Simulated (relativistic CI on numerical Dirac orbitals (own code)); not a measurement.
**Xe XVII (Xe¹⁶⁺): levels and lines**

Aim: the low levels of Xe¹⁶⁺, their labels and the strongest lines; further runs change one setting each.

The numbers are computed with relativistic CI on numerical Dirac orbitals (own code) version 4 (Dirac-Coulomb-Breit CI, KLI orbitals optimised for each configuration, model QED (radiative potential, 1s self-energy scaled to tabulated hydrogen-like ionisation energies)), except any that are marked as measured or tabulated.

## 1. What is computed

- ion: Xe¹⁶⁺ (Xe XVII)
- nuclear charge: 54
- electrons: 38
- isotope: A = 132
- first configuration typed: [Kr] 4d2

The outer shells:

first configuration typed
```
[Kr] core
4d [↑ ][↑ ][  ][  ][  ]
```

## 2. The main run

Input settings:

```ini
atom Xe  Z=54  charge=16  electrons=38
nucleus A=132  rms_radius_fm=4.7859
hamiltonian dirac-coulomb  breit=on  qed=on  c_scale=1
orbitals kli  potential=per-configuration
slater_scale 1
correlation none
mixing on
configurations
  [Kr] 4d2
  [Ar] 3d10 4s2 4p5 4d3
  [Kr] 4d 4f
  [Ar] 3d10 4s 4p6 4d3
  [Ar] 3d10 4s2 4p5 4d2 4f
  [Kr] 4d 5s
  [Kr] 4d 5p
  [Ar] 3d10 4s 4p6 4d2 4f
  [Kr] 4f 5s
  [Kr] 4d 5d
  [Kr] 4f2
  [Ar] 3d10 4s2 4p5 4f3
  [Kr] 5s2
  [Ar] 3d10 4s2 4p5 4f 5s2
  [Kr] 4f 5p
  [Ar] 3d10 4s2 4p5 4f2 5p
end
```

Started as:

```sh
python run_levels.py task.json out
```

The settings of every run stand in task.json; they run in order.

## 3. Slater integrals scaled by 0.9

The settings differ from step 2 so:

```diff
@@ -4,3 +4,3 @@
 orbitals kli  potential=per-configuration
-slater_scale 1
+slater_scale 0.9
 correlation none
```

## 4. Without configuration mixing

The settings differ from step 3 so:

```diff
@@ -4,5 +4,5 @@
 orbitals kli  potential=per-configuration
-slater_scale 0.9
+slater_scale 1
 correlation none
-mixing on
+mixing off
 configurations
```

## 5. One common potential

The settings differ from step 4 so:

```diff
@@ -3,6 +3,6 @@
 hamiltonian dirac-coulomb  breit=on  qed=on  c_scale=1
-orbitals kli  potential=per-configuration
+orbitals kli  potential=mean
 slater_scale 1
 correlation none
-mixing off
+mixing on
 configurations
```

(Steps that only read results are left out.)

Q: Predict the outcome of this session. Wanted: lowest level; first excitation; lowest level of the other parity; fastest E1 line; ionisation energy.

**Answer**, as computed:

| run | time | mean size of shift, levels followed (cm⁻¹) | lowest level | ionisation energy (eV) |
| --- | --- | --- | --- | --- |
| main run | 2.3 s | 0 | 4d2 3F2 | 404.22 |
| Slater integrals scaled by 0.9 | 2.3 s | 3016 | 4d2 3F2 | 404.03 |
| without configuration mixing | 2.3 s | 7961 | 4d2 3F2 | - |
| one common potential | 1.6 s | 63.1 | 4d2 3F2 | - |

The tabulated theoretical ionisation energy (NIST) is 404 eV.

| quantity | value |
| --- | --- |
| lowest level | 4d2 3F2 |
| first excitation | 4d2 3F3, 17590.2 cm⁻¹ |
| lowest level of the other parity | 4p5 4d3 5D°2 + 5F°, 654103 cm⁻¹ |
| levels in the model | 1529 |
| fastest E1 line (by rate) to the lowest level among the lowest 200 of 1529 levels | 10.28 nm, from 4d 4f 3G°3 + 4p5 4d3 3G° |
| ionisation energy | 404.22 eV |
| ionisation energy, tabulated theoretical (NIST) | 404 eV |

The lowest level is 4d2 3F2, 89 % pure in LS and 91 % in jj coupling; over the low levels the means are 74 and 72 %, so they are in intermediate coupling. The ionisation energy agrees with the tabulated theoretical value within its uncertainty of 3 eV. Of the changes tried, the run «without configuration mixing» moves the low levels most, by 7961 cm⁻¹ on average. Lifetimes count radiative decay inside the model alone.
